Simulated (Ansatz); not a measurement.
# C2H9NSSi: the cost of one run

All numbers are computed with Ansatz 0.2.0, driven from Python. Level of theory: B3LYP+D4/def2-SVP.

### Step 1. The structure

Bond lengths: C1–Si2 1.787 Å, Si2–N3 1.701 Å, Si2–C4 1.934 Å, C4–S5 1.784 Å, C1–H6 1.151 Å, C1–H7 1.093 Å, C1–H8 1.102 Å, Si2–H9 1.430 Å, N3–H10 1.030 Å, N3–H11 0.998 Å, C4–H12 1.051 Å, C4–H13 1.118 Å, S5–H14 1.350 Å. Angles (14 of 22 angles, heavy atoms first): C1–Si2–N3 109.0°, C1–Si2–C4 113.5°, N3–Si2–C4 112.3°, Si2–C4–S5 108.1°, C1–Si2–H9 109.5°, N3–Si2–H9 103.1°, C4–Si2–H9 108.8°, Si2–C1–H6 113.2°, Si2–C1–H7 113.5°, Si2–C1–H8 114.6°, Si2–N3–H10 110.2°, Si2–N3–H11 112.2°, Si2–C4–H12 109.3°, Si2–C4–H13 104.6°.

No structure file is read: the coordinates are typed or built in the script.

### Step 2. The script

The input, c2h9nssi_opt.py:

```python
# -*- coding: utf-8 -*-
"""Geometry optimisation of C2H9NSSi."""

import itertools
import logging
import sys

import ansatz as az
from ase import Atoms
from ase.data import atomic_numbers, covalent_radii
import numpy as np

logging.basicConfig(stream=sys.stdout, format="%(levelname)s %(message)s")
log = logging.getLogger("run")
log.setLevel(logging.INFO)

atoms = Atoms(["C", "Si", "N", "C", "S", "H", "H", "H", "H", "H", "H", "H", "H", "H"], positions=[
    [-1.5424, 0.8134, -0.0956],
    [-0.1862, -0.2939, -0.4546],
    [-0.2653, -1.6256, 0.6],
    [1.5453, 0.5677, -0.4185],
    [1.8426, 1.1457, 1.2433],
    [-1.5959, 1.7111, -0.8139],
    [-2.5254, 0.3452, -0.1944],
    [-1.493, 1.2916, 0.8963],
    [-0.3804, -0.8866, -1.7417],
    [0.4104, -2.3477, 0.3132],
    [-1.1679, -2.051, 0.6039],
    [2.2838, -0.126, -0.6985],
    [1.4437, 1.4352, -1.1169],
    [1.6177, -0.0083, 1.9064],
])
mol = az.Crystal.molecule_from_ase(atoms)

setup = mol.calculation()
setup = setup.basis(gaussian="def2-SVP")
setup = setup.functional("b3lyp", dispersion="d4")
symbols = [site.symbol for site in mol.cartesian_sites]
start = np.array([site.position_ang for site in mol.cartesian_sites], dtype=float)
def progress(event):
    if event["event"] == "relax_step":
        row = event["data"]
        log.info(f"step {row['step']:3d}  E = {row['lagrangian_ev']:.6f} eV  largest force component {row['allowed_force_max_ev_ang']:.4f} eV/A")


rep = setup.relax(force_tolerance=0.01, max_steps=100).session().plan().execute(on_event=progress).report
end = np.array(rep["positions_ang"])

for key in ("converged", "free_energy_ev", "reference_energy_ev", "n_frozen", "n_occupied", "n_virtual"):
    log.info(f"{key:22s} {rep[key]}")

# pairs closer than 1.2 times the sum of covalent radii, before or after
radius = [covalent_radii[atomic_numbers[s]] for s in symbols]
span = lambda where, i, j: np.linalg.norm(where[i] - where[j])
bonded = [(i, j) for i, j in itertools.combinations(range(len(symbols)), 2) if min(span(start, i, j), span(end, i, j)) < 1.2 * (radius[i] + radius[j])]
log.info("pair        before    after (A)")
for i, j in bonded:
    print(f"{symbols[i]}{i}-{symbols[j]}{j}".ljust(10), f"{span(start, i, j):8.4f} {span(end, i, j):8.4f}")

charges = rep["charge_distribution"]
dipole = np.array(charges["dipole_moment_e_ang"]) * 4.803205
log.info("dipole (D): {:.3f} {:.3f} {:.3f}, length {:.3f}".format(*dipole, np.linalg.norm(dipole)))
log.info("atom  Mulliken   Lowdin")
for symbol, m, l in zip(symbols, charges["mulliken_charges_e"], charges["lowdin_charges_e"]):
    log.info(f"{symbol:4s} {m:9.3f} {l:8.3f}")
with open("c2h9nssi_opt.xyz", "w") as handle:
    handle.write(f"{len(symbols)}\nrelaxed C2H9NSSi\n")
    handle.writelines(f"{s:2s} {x:11.6f} {y:11.6f} {z:11.6f}\n" for s, (x, y, z) in zip(symbols, end))
```

### Step 3. What the engine is handed

The package turns the script's settings into the engine's input:

```yaml
crystal:
  periodic: [false, false, false]
  atoms:
    - { symbol: C, position_ang: [-1.5424, 0.8134, -0.0956] }
    - { symbol: Si, position_ang: [-0.1862, -0.2939, -0.4546] }
    - { symbol: "N", position_ang: [-0.2653, -1.6256, 0.6] }
    - { symbol: C, position_ang: [1.5453, 0.5677, -0.4185] }
    - { symbol: S, position_ang: [1.8426, 1.1457, 1.2433] }
    - { symbol: H, position_ang: [-1.5959, 1.7111, -0.8139] }
    - { symbol: H, position_ang: [-2.5254, 0.3452, -0.1944] }
    - { symbol: H, position_ang: [-1.493, 1.2916, 0.8963] }
    - { symbol: H, position_ang: [-0.3804, -0.8866, -1.7417] }
    - { symbol: H, position_ang: [0.4104, -2.3477, 0.3132] }
    - { symbol: H, position_ang: [-1.1679, -2.051, 0.6039] }
    - { symbol: H, position_ang: [2.2838, -0.126, -0.6985] }
    - { symbol: H, position_ang: [1.4437, 1.4352, -1.1169] }
    - { symbol: H, position_ang: [1.6177, -0.0083, 1.9064] }
basis:
  gaussian:
    orbitals: def2-SVP
hamiltonian:
  xc: b3lyp
  dispersion: d4
relax:
  f_tol: 0.01
  max_steps: 100
```

### Step 4. Running it

Started as:

```console
$ python c2h9nssi_opt.py
```

What time and memory should one allow on 1 thread of Arm Neoverse V2, shared host?

About 80 s, with a peak of 0.37 GiB.
